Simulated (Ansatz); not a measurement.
Wanted: the native input for an Ansatz 0.2.0 run.

```yaml
Task: single point
Functional: r2SCAN
Potentials_or_basis: Ansatz PAW
Cutoff: "500 eV (not typed: the program's choice for these potentials)"
k_mesh: 7 × 7 × 7
Occupations: gaussian, width 0.05 eV
Spin: no spin polarisation
Hubbard_terms: Ni d U = 6 eV, Pd d U = 6 eV
Hubbard_projectors: ortho-atomic (the default)
Double_counting: fll (the default)
```

The system is NiPdO2.

```xyz
4
Lattice="1.6360 0.9445 6.1767 -1.6360 0.9445 6.1767 0.0000 -1.8891 6.1767" Properties=species:S:1:pos:R:3 pbc="T T T"
Pd    0.0000    0.0000    0.0000
Ni    0.0000    0.0000    9.2651
O     0.0000    0.0000    1.9753
O     0.0000    0.0000   16.5549
```

The cell was built by a generator and needn't be a form met in nature.

The input as run:

input.yaml

```yaml
crystal:
  lattice:
    - [1.63597259, 0.94452921, 6.17674138]
    - [-1.63597259, 0.94452921, 6.17674138]
    - [0.0, -1.88905843, 6.17674138]
  atoms:
    - { symbol: Pd, position: [0.0, 0.0, 0.0] }
    - { symbol: Ni, position: [0.5, 0.5, 0.5] }
    - { symbol: O, position: [0.1066, 0.1066, 0.1066] }
    - { symbol: O, position: [0.8934, 0.8934, 0.8934] }
hamiltonian:
  xc: r2scan
  pseudopotentials: { kind: paw }
  hubbard:
    sites:
      - { species: Ni, l: d, u_eff: 6.0 }
      - { species: Pd, l: d, u_eff: 6.0 }
kpoints:
  mp_grid: { grid: [7, 7, 7] }
scf:
  occupations: { method: gaussian, width: 0.05 }
output:
  forces: true
  stress: true
  eigenvalues: true
  write_density: true
  write_potential: true
  elf: true
  volumetric_format: npy
```

Potentials or basis: Ansatz PAW.

Command:

```sh
$ ansatz run input.yaml --threads 2 --pin off --max-ram 5632MiB --backend cpu --events-out ev --progress --plain --runs-dir out
```

It gave:

```yaml
Pressure: -24.6 GPa
Largest_force: 2.442 eV/Å
Band_gap_on_the_k_mesh: none (metal or under the smearing width)
```

Caveat: the run has no spin polarisation, though such a crystal can be magnetic; U without spin polarisation on a metal has little footing; the PAW data sets come from PBE, with cores solved anew for the run's functional, which leaves a small shift of forces and pressure; forces of over 1 eV/Å show positions far from the minimum, so gaps and moduli don't describe the material at rest.

It took 13 s on 2 threads of Arm Neoverse V1, with other jobs on the host, peak memory 0.57 GiB.
